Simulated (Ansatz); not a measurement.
**Sb in Ansatz: the effect of functional**

Sheet: Sb, a sheet with vacuum.

```
Sb
1.0
     3.13334    0.00000    0.00000
     0.00000    3.13334    0.00000
     0.00000    0.00000   31.36000
Sb
2
Cartesian
  0.0000 0.0000 7.5894
  0.0000 0.0000 10.4106
```

The cell was built by a generator and needn't be a form met in nature.

Alike in all runs:

| Quantity | Value |
| --- | --- |
| Program | Ansatz 0.2.0 |
| Task | single point |
| Potentials or basis | all-electron LAPW, scalar-relativistic |
| Basis error allowed | 0.002 eV/atom |
| k mesh | 9 × 9 × 1 |
| Occupations | fermi-dirac, width 0.05 eV |
| Spin | no spin polarisation |

```tsv
functional	cutoff	largest force (eV/Å)	work function (eV)
PBE	229 eV (chosen from the basis error)	?	?
LDA	230 eV (chosen from the basis error)	0.30	3.99
PBEsol	230 eV (chosen from the basis error)	0.20	3.79
```

**Question.** What does the run with functional PBE give?

**Answer.** Largest force 0.02 eV/Å; work function 3.70 eV.
